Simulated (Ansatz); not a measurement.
# SnH₃Cl + H₂O₂: a complex and its separated parts, part 3 of 3

Ansatz 0.2.0, Gaussian basis. Earlier steps stand in the parts before.

## (18) RPA on PBE/def2-TZVPP

The inputs:

parta/in.yaml

```yaml
crystal:
  periodic: [false, false, false]
  atoms:
    - {symbol: Sn, position_ang: [-0.263118, 0.100724, -1.517422]}
    - {symbol: Cl, position_ang: [1.556189, -1.044183, -0.609551]}
    - {symbol: H, position_ang: [-0.194849, -0.162720, -3.195479]}
    - {symbol: H, position_ang: [-1.649602, -0.577002, -0.804431]}
    - {symbol: H, position_ang: [-0.046075, 1.734849, -1.102101]}
basis:
  gaussian: {orbitals: def2-TZVPP}
hamiltonian: {xc: pbe}
correlation: {method: rpa}
```

partb/in.yaml

```yaml
crystal:
  periodic: [false, false, false]
  atoms:
    - {symbol: H, position_ang: [0.630761, -1.091566, 1.482188]}
    - {symbol: O, position_ang: [0.119352, -0.670722, 2.183826]}
    - {symbol: O, position_ang: [-0.314380, 0.519589, 1.529863]}
    - {symbol: H, position_ang: [0.161620, 1.191229, 2.033108]}
basis:
  gaussian: {orbitals: def2-TZVPP}
hamiltonian: {xc: pbe}
correlation: {method: rpa}
```

One command serves all of them, each in its own folder.

On the command line:

```console
$ ansatz run in.yaml --threads 4 --pin off --events-out ev --progress --plain --max-ram 9574MiB
```

Log of parta (excerpt; [...] marks lines left out):

```text
Functional definition: PBE
  name "PBE"
  cite "Perdew, Burke & Ernzerhof, Phys. Rev. Lett. 77, 3865 (1996) doi:10.1103/PhysRevLett.77.3865"
  parent pbe
[...]
934 factors; integrals over basis functions are off by at most 1.4e-3 eV
[...]
mean field -18398.57354635 eV, -676.1351068271 hartree, gradient 4.6e-6 eV, S^2 0.000000; 0 other end points of the search recorded, 0 dependent functions left out
9 core orbitals not correlated: weight in the atoms' cores, before any rotation towards them, 1.000 or more for the frozen orbitals, at most 0.000 for the correlated occupied ones
reference -18356.83494971 eV, -674.6012416921 hartree; 12, 12 occupied and 113, 113 virtual orbitals, 934 factors
Total energy: -18379.30492987 eV, -675.4269982325 hartree
```

partb printed (excerpt; [...] marks lines left out):

```text
[... 4 set-up lines as earlier in the session ...]
[...]
570 factors; integrals over basis functions are off by at most 6.6e-4 eV
[...]
mean field -4121.61235967 eV, -151.4664604887 hartree, gradient 9.9e-6 eV, S^2 0.000000; 0 other end points of the search recorded, 0 dependent functions left out
2 core orbitals not correlated: weight in the atoms' cores, before any rotation towards them, 1.000 or more for the frozen orbitals, at most 0.000 for the correlated occupied ones
reference -4104.13884603 eV, -150.8243207065 hartree; 7, 7 occupied and 81, 81 virtual orbitals, 570 factors
Total energy: -4124.62342425 eV, -151.5771150712 hartree
```

Wall times: 1.1 s (parta), 0.4 s (partb) on 4 threads of Intel Xeon Platinum 8375C at 2.90GHz, shared host.

## (19) CCSD(T)/def2-TZVPP

Each input of step 18 (parta, partb) changes in the same lines:

```diff
-hamiltonian: {xc: pbe}
-correlation: {method: rpa}
+correlation: {method: ccsd_t}
```

The same command starts each run, in its folder.

On the command line:

```console
$ ansatz run in.yaml --threads 4 --pin off --events-out ev --progress --plain --max-ram 9574MiB
```

Log of parta (excerpt; [...] marks lines left out):

```text
Functional definition: HF
  name "HF"
  cite "Fock, Z. Phys. 61, 126 (1930) doi:10.1007/BF01340294"
[... 1 set-up line as earlier in the session ...]
[...]
934 factors; integrals over basis functions are off by at most 1.4e-3 eV
[...]
mean field -18357.78908356 eV, -674.6363054645 hartree, gradient 1.7e-6 eV, S^2 0.000000; 0 other end points of the search recorded, 0 dependent functions left out
9 core orbitals not correlated: weight in the atoms' cores, before any rotation towards them, 1.000 or more for the frozen orbitals, at most 0.000 for the correlated occupied ones
reference -18357.78908356 eV, -674.6363054645 hartree; 12, 12 occupied and 113, 113 virtual orbitals, 934 factors
second order -14.26477791 eV of doubles, -0.00000000 eV of singles
cycle   1  -14.55400637 eV  change   -2.9e-1 eV  update   8.3e-2
[...]
cycle   8  -14.97366052 eV  change   -7.7e-6 eV  update   2.6e-5
perturbative correction -0.46900710 eV, -0.0172356931 hartree
Total energy: -18373.23175119 eV, -675.2038130323 hartree
```

Log of partb (excerpt; [...] marks lines left out):

```text
[... 4 set-up lines as earlier in the session ...]
[...]
570 factors; integrals over basis functions are off by at most 6.6e-4 eV
[...]
mean field -4104.72202142 eV, -150.8457520065 hartree, gradient 3.0e-6 eV, S^2 0.000000; 0 other end points of the search recorded, 0 dependent functions left out
2 core orbitals not correlated: weight in the atoms' cores, before any rotation towards them, 1.000 or more for the frozen orbitals, at most 0.000 for the correlated occupied ones
reference -4104.72202142 eV, -150.8457520065 hartree; 7, 7 occupied and 81, 81 virtual orbitals, 570 factors
second order -13.41364328 eV of doubles, -0.00000000 eV of singles
cycle   1  -13.25116191 eV  change    1.6e-1 eV  update   6.7e-2
[...]
cycle  10  -13.63681773 eV  change    6.0e-6 eV  update   1.2e-5
perturbative correction -0.48686596 eV, -0.0178919940 hartree
Total energy: -4118.84570511 eV, -151.3647878088 hartree
```

Times: 4.3 s (parta), 0.75 s (partb) on 4 threads of Intel Xeon Platinum 8375C at 2.90GHz, shared host; peak memory 0.78 GiB.

## (20) Vibrations of SnH₃Cl

The input, vib-parta/in.yaml:

```yaml
crystal:
  periodic: [false, false, false]
  atoms:
    - {symbol: Sn, position_ang: [-0.263118, 0.100724, -1.517422]}
    - {symbol: Cl, position_ang: [1.556189, -1.044183, -0.609551]}
    - {symbol: H, position_ang: [-0.194849, -0.162720, -3.195479]}
    - {symbol: H, position_ang: [-1.649602, -0.577002, -0.804431]}
    - {symbol: H, position_ang: [-0.046075, 1.734849, -1.102101]}
basis:
  gaussian: {orbitals: def2-TZVP}
hamiltonian: {xc: pbe0, dispersion: d4}
phonons: {temperatures: {t_min: 298.15, t_max: 900, t_step: 200}}
```

On the command line:

```console
$ ansatz run in.yaml --threads 4 --pin off --events-out ev --progress --plain --max-ram 9574MiB
```

Standard output (excerpt; [...] marks lines left out):

```text
[... 5 set-up lines as earlier in the session ...]
[...]
861 factors; their error is unknown
[...]
mean field -18399.98072299 eV, -676.1868196149 hartree, gradient 5.1e-5 eV, S^2 0.000000; 0 other end points of the search recorded, 0 dependent functions left out
[...]
Atom 2 at    -0.194849    -0.162720    -3.195479 Å, force     0.000038    -0.000063    -0.000437 eV/Å
Atom 3 at    -1.649602    -0.577002    -0.804431 Å, force     0.000281    -0.000524     0.000375 eV/Å
Atom 4 at    -0.046075     1.734849    -1.102101 Å, force     0.000590     0.000169     0.000299 eV/Å
Dipole moment:    -0.403985     0.254238    -0.201554 e Å
Vibrations: 371.24 487.85 487.98 701.70 705.06 705.37 1971.36 1979.08 1979.14 cm⁻¹, zero-point energy 0.582031 eV
```

It took 15 s on 4 threads of Intel Xeon Platinum 8375C at 2.90GHz, shared host.

Wavenumbers and character of the modes:

```
mode  wavenumber (cm⁻¹)      character
   1                371  Sn–Cl stretch
   2                488           bend
   3                488           bend
   4                702           bend
   5                705           bend
   6                705           bend
   7               1971   Sn–H stretch
   8               1979   Sn–H stretch
   9               1979   Sn–H stretch
```

Vibrational sums (real modes only):

```
T (K)  entropy (J/mol/K)  heat capacity (J/mol/K)
  298               14.1                     27.6
  498               32.1                     42.3
  698               47.9                     51.5
  898               61.7                     57.8
```

## (21) Vibrations of H₂O₂

The input, vib-partb/in.yaml:

```yaml
crystal:
  periodic: [false, false, false]
  atoms:
    - {symbol: H, position_ang: [0.630761, -1.091566, 1.482188]}
    - {symbol: O, position_ang: [0.119352, -0.670722, 2.183826]}
    - {symbol: O, position_ang: [-0.314380, 0.519589, 1.529863]}
    - {symbol: H, position_ang: [0.161620, 1.191229, 2.033108]}
basis:
  gaussian: {orbitals: def2-TZVP}
hamiltonian: {xc: pbe0, dispersion: d4}
phonons: {temperatures: {t_min: 298.15, t_max: 900, t_step: 200}}
```

On the command line:

```console
$ ansatz run in.yaml --threads 4 --pin off --events-out ev --progress --plain --max-ram 9574MiB
```

Standard output (excerpt; [...] marks lines left out):

```text
[... 5 set-up lines as earlier in the session ...]
[...]
390 factors; their error is unknown
[...]
mean field -4121.29568025 eV, -151.4548227346 hartree, gradient 2.4e-5 eV, S^2 0.000000; 0 other end points of the search recorded, 0 dependent functions left out
[...]
Atom 1 at     0.119352    -0.670722     2.183826 Å, force    -0.000612     0.001812    -0.000470 eV/Å
Atom 2 at    -0.314380     0.519589     1.529863 Å, force     0.000351    -0.002076     0.000318 eV/Å
Atom 3 at     0.161620     1.191229     2.033108 Å, force     0.000284     0.000170     0.000417 eV/Å
Dipole moment:     0.368731     0.093656    -0.074086 e Å
Vibrations: 394.16 1007.36 1346.35 1464.13 3806.65 3806.77 cm⁻¹, zero-point energy 0.733082 eV
```

Run time: 3.8 s. Hardware: 4 threads of Intel Xeon Platinum 8375C at 2.90GHz, shared host.

Wavenumbers and character of the modes:

```
mode  wavenumber (cm⁻¹)    character
   1                394      torsion
   2               1007  O–O stretch
   3               1346         bend
   4               1464         bend
   5               3807  O–H stretch
   6               3807  O–H stretch
```

Vibrational sums (real modes only):

```
T (K)  entropy (J/mol/K)  heat capacity (J/mol/K)
  298                4.6                      8.6
  498               11.0                     16.7
  698               17.7                     22.8
  898               24.0                     27.2
```

## (22) Complex less separated parts

The complex's own energies come from single points at the same levels.

Rows are in def2-TZVPP; times add the 3 runs of a level on a shared host, so small differences are noise.

Differences are taken before rounding.

```
      method                    rung  complex less parts (eV)  from CCSD(T) (eV)   time
       SPW92                     LDA                   -0.458             -0.188  1.3 s
      PBE-D4                     GGA                   -0.316             -0.046    2 s
     BLYP-D4                     GGA                   -0.304             -0.034  2.1 s
   r2SCAN-D4                meta-GGA                   -0.305             -0.035  3.7 s
      B97M-V                meta-GGA                   -0.304             -0.034  6.5 s
     PBE0-D4                  hybrid                   -0.294             -0.024  2.7 s
    B3LYP-D4                  hybrid                   -0.297             -0.027  2.6 s
  r2SCAN0-D4                  hybrid                   -0.294             -0.024  4.1 s
    BHLYP-D4                  hybrid                   -0.300             -0.030  2.5 s
CAM-B3LYP-D4  range-separated hybrid                   -0.304             -0.034    3 s
     wB97X-V  range-separated hybrid                   -0.295             -0.025  6.5 s
     wB97M-V  range-separated hybrid                   -0.311             -0.040    7 s
      B2PLYP           double hybrid                   -0.226             +0.044    5 s
    PBE-QIDH           double hybrid                   -0.257             +0.013  5.1 s
  RPA on PBE                     RPA                   -0.232             +0.038  4.6 s
Hartree-Fock            wavefunction                   -0.089             +0.181       
         MP2            wavefunction                   -0.286             -0.016       
        CCSD            wavefunction                   -0.240             +0.031       
     CCSD(T)            wavefunction                   -0.270                  0   82 s
```

Among the levels timed on like hardware and quicker than the yardstick, those that no quicker one beats, quickest first: SPW92 (1.3 s, -0.188 eV); PBE-D4 (2 s, -0.046 eV); BLYP-D4 (2.1 s, -0.034 eV); BHLYP-D4 (2.5 s, -0.030 eV); B3LYP-D4 (2.6 s, -0.027 eV); PBE0-D4 (2.7 s, -0.024 eV); PBE-QIDH (5.1 s, +0.013 eV).

PBE-QIDH reaches 0.013 eV from the reference in 5.1 s, where CCSD(T) took 82 s; the quickest level in the cost chart, SPW92, takes 1.3 s and misses by 0.188 eV.

The complex's zero-point energy, from a separate PBE0-D4 run, is 1.372 eV.

## (23) Results

What follows sums up all 3 parts.

```
                              quantity      value
complex less parts, CCSD(T)/def2-TZVPP  -0.270 eV
                with zero-point energy  -0.213 eV
                 largest T1 diagnostic      0.012
```

At CCSD(T) the complex lies 0.270 eV below its parts. PBE-QIDH is the best functional here (+0.013 eV from CCSD(T)); SPW92 is the worst (-0.188 eV). By rung, the mean size of the error is: LDA 0.188, GGA 0.040, meta-GGA 0.034, hybrid 0.026, range-separated hybrid 0.033, double hybrid 0.029 eV. PBE-D4 gives a relative energy 0.046 eV too low, outside chemical accuracy (1 kcal/mol, 0.043 eV). No counterpoise was applied, and triple zeta lacks some correlation, so the CCSD(T) reference has a basis error of its own, and close matches with it are partly luck.
